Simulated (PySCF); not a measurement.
# C8N4NiS4 ([Ni(mnt)2]-): the cost of one run

Computed with PySCF 2.14.0 and routines of our own; the level stands in each step. Atoms count from 0.

### 1 The starting structure

17 atoms, charge -1, multiplicity 2; geometry from: GFN2-xTB.

### 2 Open-shell or spin-flip excitations: unrestricted TDA BP86/def2-SVP Ni:def2-TZVP in acetone

Job settings and geometry (Å):

```
{"job": {"kind": "uabs", "xc": "BP86", "basis": {"default": "def2-SVP", "Ni": "def2-TZVP"}, "nstates": 15, "tda": true, "pol": false, "solvent": "acetone"}, "charge": -1, "multiplicity": 2}
Ni     0.000490    -0.000420    -0.003120
S      2.174440    -0.028580    -0.010630
C      2.616590     1.640940    -0.012920
C      3.984240     1.945930    -0.019790
N      5.109600     2.180450    -0.026330
C      1.641940     2.615490    -0.009850
C      1.943950     3.983660    -0.010390
N      2.172180     5.110190    -0.008820
S     -0.027670     2.173040    -0.005360
S     -2.173000     0.026710    -0.002110
C     -2.616480    -1.642390     0.009680
C     -3.984910    -1.943770     0.012320
N     -5.111620    -2.172260     0.014160
C     -1.642170    -2.617240     0.011640
C     -1.943970    -3.985410     0.022000
N     -2.170990    -5.112200     0.031360
S      0.027370    -2.174120     0.008180
```

With the program's defaults for keys left out, this is: unrestricted TDA BP86/def2-SVP Ni:def2-TZVP, vertical, IEF-PCM acetone (non-equilibrium linear response), core orbitals frozen in the response.

The run is started by

```sh
> OMP_NUM_THREADS=2 python excited_run.py task.json out
```

The driver reads the jobs from task.json and runs them one after another.

**Question.** How long does this first job take on 2 threads of Arm Neoverse N1, shared host, and how much memory does it need?

About 19 min, with a peak of 1.6 GiB.
